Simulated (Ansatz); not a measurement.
# InAs (zinc blende): the cost of one run

Method: DFT PBEsol, spin-orbit coupling, plane waves, PAW, in Ansatz 0.2.0.

### Step 1. The system as given

It takes space group F-43m (No. 216, cubic). Conventional cell: a = 6.157 Å, b = 6.157 Å, c = 6.157 Å, α = 90.00°, β = 90.00°, γ = 90.00°. In (site symmetry -43m) has 4 As at 2.67 Å as nearest neighbours. As (site symmetry -43m) has 4 In at 2.67 Å as nearest neighbours.

Structure file:

```cif
data_structure
_symmetry_space_group_name_H-M 'P 1'
_symmetry_Int_Tables_number 1
_cell_length_a 4.3539
_cell_length_b 4.3539
_cell_length_c 4.3539
_cell_angle_alpha 60.000
_cell_angle_beta 60.000
_cell_angle_gamma 60.000
_cell_volume 58.36
loop_
_atom_site_label
_atom_site_type_symbol
_atom_site_fract_x
_atom_site_fract_y
_atom_site_fract_z
_atom_site_occupancy
In1 In 0.00000 0.00000 0.00000 1
As1 As 0.25000 0.25000 0.25000 1
```

### Step 2. Volume × 1.05

Input file input.yaml:

```yaml
crystal:
  lattice:
    - [0.0, 3.0786645648, 3.0786645648]
    - [3.0786645648, 0.0, 3.0786645648]
    - [3.0786645648, 3.0786645648, 0.0]
  atoms:
    - { symbol: In, position: [0.0, 0.0, 0.0] }
    - { symbol: As, position: [0.25, 0.25, 0.25] }
scf:
  occupations: { method: gaussian, width: 0.02 }
output:
  forces: true
  stress: true
  eigenvalues: true
  write_density: true
  write_potential: true
  elf: true
  volumetric_format: npy
hamiltonian:
  xc: pbesol
magnetization:
  noncollinear: true
  spin_orbit: true
basis:
  ecutwfc: 500
kpoints:
  mp_grid: { grid: [12, 12, 12] }
```

Launch:

```sh
$ ansatz run input.yaml --threads 4 --pin off --max-ram 10240MiB --backend cpu --events-out ev --progress --plain --runs-dir out
```

**Question.** How long does this run take on 4 threads of Intel Xeon 6975P-C (Granite Rapids), shared host, and how much memory does it need?

About 11 s, with a peak of 0.85 GiB.
